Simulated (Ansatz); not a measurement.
# Cu2Sn2Pd, space group P-3m1: a comparison of functionals at one structure

With Ansatz's Python interface.

Notebook, run cell by cell (the value of a cell's last expression is shown):

In [1]:
```python
import ansatz as az
import numpy as np
from tabulate import tabulate
```

In [2]:
```python
vectors = np.array([
    [4.415869, 0.0, 0.0],
    [-2.207934, 3.824255, 0.0],
    [0.0, 0.0, 5.521845],
])
crystal = (
    az.Lattice.of(vectors)
    .atom("Cu", (1 / 3, 2 / 3, 0.702337))
    .atom("Cu", (2 / 3, 1 / 3, 0.297663))
    .atom("Sn", (1 / 3, 2 / 3, 0.204231))
    .atom("Sn", (2 / 3, 1 / 3, 0.795769))
    .atom("Pd", (0.0, 0.0, 0.5))
)
```

In [3]:
```python
[site.symbol for site in crystal.resolved().sites]
```
Out [3]:
```text
['Cu', 'Cu', 'Sn', 'Sn', 'Pd']
```

In [4]:
```python
job = crystal.calculation()
job = job.accuracy("low").pseudopotentials("nc")
job = job.occupations("Methfessel-Paxton", width=0.02).initial_density(normalization="cell")
job = job.kpoints(8, 8, 5).stress()
```

In [5]:
```python
rows = []
for value in ["pbesol", "lda", "blyp"]:
    data = job.functional(value).run(threads=1, backend="cpu").report
    rows.append((value, data["free_energy_ev"] / len(data["lattice"]["sites"]), data["n_iterations"], sum(data["stress_gpa"][i][i] for i in range(3)) / 3, data["n_kpoints"]))

print(tabulate(rows, headers=["functional", "F/atom (eV)", "iterations", "P (GPa)", "k-points"], floatfmt=".4f", tablefmt="grid"))
```
```text
DeckWarning: basis.ecutwfc = 1251.723767 eV, auto-derived from the records' recommended cutoffs: set by Cu (normal level)
+--------------+---------------+--------------+-----------+------------+
| functional   |   F/atom (eV) |   iterations |   P (GPa) |   k-points |
+==============+===============+==============+===========+============+
| pbesol       |    -3652.3879 |           10 |   -5.6859 |         40 |
+--------------+---------------+--------------+-----------+------------+
| lda          |    -3652.0680 |            9 |   -8.8164 |         40 |
+--------------+---------------+--------------+-----------+------------+
| blyp         |    -3681.9257 |            9 |    5.6302 |         40 |
+--------------+---------------+--------------+-----------+------------+
```

From lowest to highest: LDA (-8.8 GPa), PBEsol (-5.7 GPa) and BLYP (5.6 GPa). At a fixed cell a lower pressure usually means a smaller equilibrium volume, so LDA prefers the smallest cell and BLYP the largest.

Such functionals run on norm-conserving files made under PBE, which can move pressures by some GPa. BLYP can be off by several per cent in the lattices of metals, and by several GPa in the pressure at a fixed cell. The mesh is modest for a metal, so energies can be off by several to tens of meV an atom and pressures by half a GPa or more; differences at equal mesh fare better. Pressure is positive in compression. The structure comes from a database of computed cells and needn't be a stable or known phase. Warnings are shown shortened and without file and line. Total energies of different functionals can't be compared; pressures, moments and gaps at this one structure can. It ran for 5 min on 1 thread of Arm Neoverse V1 (shared host), peak memory 0.9 GiB.
